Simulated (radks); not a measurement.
**Ca inside a hard spherical wall**

Aim: energy, levels and pressure of Ca as a wall, at which all orbitals vanish, closes in. The configuration stays [Ar] 4s2.

The numbers are computed with radks (a radial shooting solver on a logarithmic mesh, Libxc functionals) version 1 (non-relativistic Kohn-Sham, LDA (Slater exchange, Perdew-Wang correlation), spin-polarised, spherical densities, point nucleus), except any that are marked as measured or tabulated.

### Step 1. The system

* element: calcium (Z = 20)
* charge: 0
* electrons: 20
* configuration: [Ar] 4s2

Outer shells as boxes (Hund's rule):

Ca
```
[Ar] core
4s [↑↓]
```

### Step 2. The free atom

The run's settings:

```text
Z 20
configuration [Ar] 4s2 3d0 4p0 5s0
relativity non-relativistic
functional lda,pw
spin polarised
nucleus point
```

Launch:

```console
$ python run_ks.py task.json out
```

This one command runs every case of the session in turn.

### Step 3. Wall at 15 bohr

Settings, as their differences from step 2:

```diff
@@ -6 +6,2 @@
 nucleus point
+wall 15 bohr
```

### Step 4. Wall at 12 bohr

Settings, as their differences from step 3:

```diff
@@ -6,2 +6,2 @@
 nucleus point
-wall 15 bohr
+wall 12 bohr
```

### Step 5. Wall at 10 bohr

Settings, as their differences from step 4:

```diff
@@ -6,2 +6,2 @@
 nucleus point
-wall 12 bohr
+wall 10 bohr
```

### Step 6. Wall at 6 bohr

Settings, as their differences from step 5:

```diff
@@ -6,2 +6,2 @@
 nucleus point
-wall 10 bohr
+wall 6 bohr
```

### Step 7. Wall at 4 bohr

Settings, as their differences from step 6:

```diff
@@ -6,2 +6,2 @@
 nucleus point
-wall 6 bohr
+wall 4 bohr
```

### Step 8. Wall at 3.5 bohr

Settings, as their differences from step 7:

```diff
@@ -6,2 +6,2 @@
 nucleus point
-wall 4 bohr
+wall 3.5 bohr
```

### Step 9. Wall at 3 bohr

Settings, as their differences from step 8:

```diff
@@ -6,2 +6,2 @@
 nucleus point
-wall 3.5 bohr
+wall 3 bohr
```

### Step 10. Wall at 2 bohr

Settings, as their differences from step 9:

```diff
@@ -6,2 +6,2 @@
 nucleus point
-wall 3 bohr
+wall 2 bohr
```

### Step 11. Wall at 1.5 bohr

Settings, as their differences from step 10:

```diff
@@ -6,2 +6,2 @@
 nucleus point
-wall 2 bohr
+wall 1.5 bohr
```

Before running it: what results should come out? Wanted: for each run, R; E − E(free); ε(4s); ε(3d, empty); ε(4p, empty); ε(5s, empty); pressure.

**Answer**, as computed:

| R (bohr) | E − E(free) (eV) | ε(4s) (eV) | ε(3d, empty) (eV) | ε(4p, empty) (eV) | ε(5s, empty) (eV) | pressure (GPa) |
| --- | --- | --- | --- | --- | --- | --- |
| free | 0.000 | -3.850 | -2.258 | -1.455 | -0.083 | 0 |
| 15 | 0.000 | -3.848 | -2.256 | -1.447 | 0.347 | 0.000145 |
| 12 | 0.008 | -3.827 | -2.230 | -1.387 | 1.059 | 0.00487 |
| 10 | 0.059 | -3.730 | -2.115 | -1.188 | 2.358 | 0.0499 |
| 6 | 2.619 | -1.354 | -0.085 | 2.393 | 15.739 | 5.88 |
| 4 | 19.326 | 9.235 | 5.419 | 15.982 | 55.245 | 116 |
| 3.5 | 34.715 | 17.735 | 8.973 | 26.005 | 81.373 | 301 |
| 3 | 67.151 | 34.028 | 15.258 | 44.221 | 126.00 | 907 |
| 2 | 353.40 | 146.64 | 53.627 | 159.29 | 381.46 | 14865 |
| 1.5 | 1038.7 | 358.36 | 117.59 | 361.94 | 805.10 | 94879 |

In words: Eigenvalues are for spin up. At the tightest wall, 1.5 bohr, the energy stands 1038.7 eV above the free atom and the pressure, −dE/dV, is 94879 GPa. Of the levels in the table that exist at both ends, 5s (empty) rises most from the free atom (805.18 eV). From R = 4 bohr inwards the highest occupied level lies above zero, pushed up by confinement. Shells are not refilled when levels cross, and a hard wall is a model, not a crystal.
